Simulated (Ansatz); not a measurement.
# TePtS: the cost of one run

The runs shown are made with Ansatz 0.2.0. PAW datasets, plane waves. Simulation only: spin-unpolarised, and no claim that this is the phase found in nature.

### Step 1. The cell

The cell was relaxed beforehand with r2SCAN.

The sheet's in-plane cell has a = 3.773 Å, b = 3.773 Å (γ = 120.0°), and its outermost atoms lie 2.64 Å apart along the normal. Pt has 3 S at 2.49 Å and 3 Te at 2.61 Å; S has 3 Pt at 2.49 Å; Te has 3 Pt at 2.61 Å.

The structure in full:

```
CELL_PARAMETERS angstrom
3.77339 0.00000 0.00000
-1.88669 3.26785 0.00000
0.00000 0.00000 30.10577
ATOMIC_POSITIONS crystal
Pt 0.00000 0.00000 0.30152
S 0.33333 0.66667 0.34150
Te 0.66667 0.33333 0.25382
```
Two periodic directions, a and b.

### Step 2. PBE band path

input.yaml reads:

```yaml
crystal:
  lattice:
    - [3.7733890957, 0.0, 0.0]
    - [-1.8866945479, 3.2678508152, 0.0]
    - [0.0, 0.0, 30.1057745008]
  atoms:
    - { symbol: Pt, position: [0.0, 0.0, 0.3015163018] }
    - { symbol: S, position: [0.3333333333, 0.6666666667, 0.3415035443] }
    - { symbol: Te, position: [0.6666666667, 0.3333333333, 0.2538180678] }
  periodic: [true, true, false]
kpoints:
  mp_grid: { grid: [12, 12, 1] }
  band_path:
    path:
      - [0, 0, 0]
      - [0.5, 0, 0]
      - [0.3333333333333, 0.3333333333333, 0]
      - [0, 0, 0]
    npoints: 10
hamiltonian:
  xc: pbe
scf:
  occupations: { method: fermi_dirac, width: 0.02 }
  n_extra_bands: 4
output:
  forces: true
  stress: true
  eigenvalues: true
```

Command:

```console
ansatz run input.yaml --threads 4 --pin off --max-ram 5529MiB --backend cpu --events-out ev --progress --plain --runs-dir out
```

What time and memory should one allow on 4 threads of INTEL XEON PLATINUM 8581C at 2.30GHz (Emerald Rapids), shared host?

About 4.5 s, with a peak of 0.77 GiB.
